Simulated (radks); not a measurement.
# He⁺ in 2s1: an all-electron calculation

One table from this session's results is given with a row withheld; the runs are named, their logs left out.

The numbers are computed with radks (a radial shooting solver on a logarithmic mesh, Libxc functionals) version 1 (Dirac Kohn-Sham, LDA (Slater exchange, Perdew-Wang correlation), spin-unpolarised, spherical densities, finite nucleus), except any that are marked as measured or tabulated.

### Starting point

| Quantity | Value |
| --- | --- |
| element | helium (Z = 2) |
| charge | +1 |
| electrons | 1 |
| configuration | 2s1 |
| nuclear rms radius | 1.6755 fm |

The outer shells:

He⁺
```
2s [↑ ]
```

Set-up of the first run:

Settings of this run:

```text
Z 2
configuration 2s1 1s0 2p0 3d0
relativity Dirac
functional lda,pw
spin unpolarised
j_filling energy
nucleus finite rms 1.6755 fm
c 137.035999084
```

One of the session's tables, all rows but one given; the rest of the session is left out.

It belongs to the step «Shells». From the orbitals of this run (lengths in bohr):

```
level     <r>  outermost maximum (interpolated)  90 % within
1s1/2  0.7270                             0.479         1.30
2s1/2       ?                                 ?            ?
2p1/2   2.674                              2.17         4.25
2p3/2   2.674                              2.17         4.25
3d3/2   5.596                              4.65         8.55
3d5/2   5.596                              4.65         8.55
```

Q: Estimate the row for 2s1/2 from the others.

The run gave: <r>: 3.034; outermost maximum (interpolated): 2.64; 90 % within: 4.60. In the column «<r>» it lies between 2p3/2 (2.674) and 3d3/2 (5.596).
